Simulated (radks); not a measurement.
# Sc³⁺ in [Ar]: an all-electron calculation

An exercise on one series of results from a longer session: the logs are not shown, and one member is left open.

The numbers are computed with radks (a radial shooting solver on a logarithmic mesh, Libxc functionals) version 1 (scalar-relativistic Kohn-Sham, exchange-only r2SCAN, spin-polarised, spherical densities, finite nucleus), except any that are marked as measured or tabulated.

**Starting point**

- element: scandium (Z = 21)
- charge: +3
- electrons: 18
- configuration: [Ar]
- nuclear rms radius: 3.5459 fm

Outer shells as boxes (Hund's rule):

Sc³⁺
```
[Ne] core
3s [↑↓]
3p [↑↓][↑↓][↑↓]
```

Set-up of the first run:

The run's settings:

```text
Z 21
configuration [Ar]
relativity scalar-relativistic
functional r2scan,
spin polarised
nucleus finite rms 3.5459 fm
c 137.035999084
```

Run with:

```
$ python run_ks.py task.json out
```

All runs below come from this command, one after another.

One of the session's tables, all rows but one given; the rest of the session is left out.

It belongs to the step «Orbitals and density». Radial moments (bohr):

| level | <r> | outermost maximum (interpolated) | 90 % within | nodes |
| --- | --- | --- | --- | --- |
| 1s | 0.07305 | 0.0478 | 0.130 | 0 |
| 2s | 0.3423 | 0.283 | 0.532 | 1 |
| 2p | ? | ? | ? | ? |
| 3s | 1.059 | 0.921 | 1.58 | 2 |
| 3p | 1.132 | 0.959 | 1.72 | 1 |

**Question.** Estimate the row for 2p.

As computed: <r>: 0.3072; outermost maximum (interpolated): 0.233; 90 % within: 0.505; nodes: 0. In the column «<r>» it lies between 1s (0.07305) and 2s (0.3423).
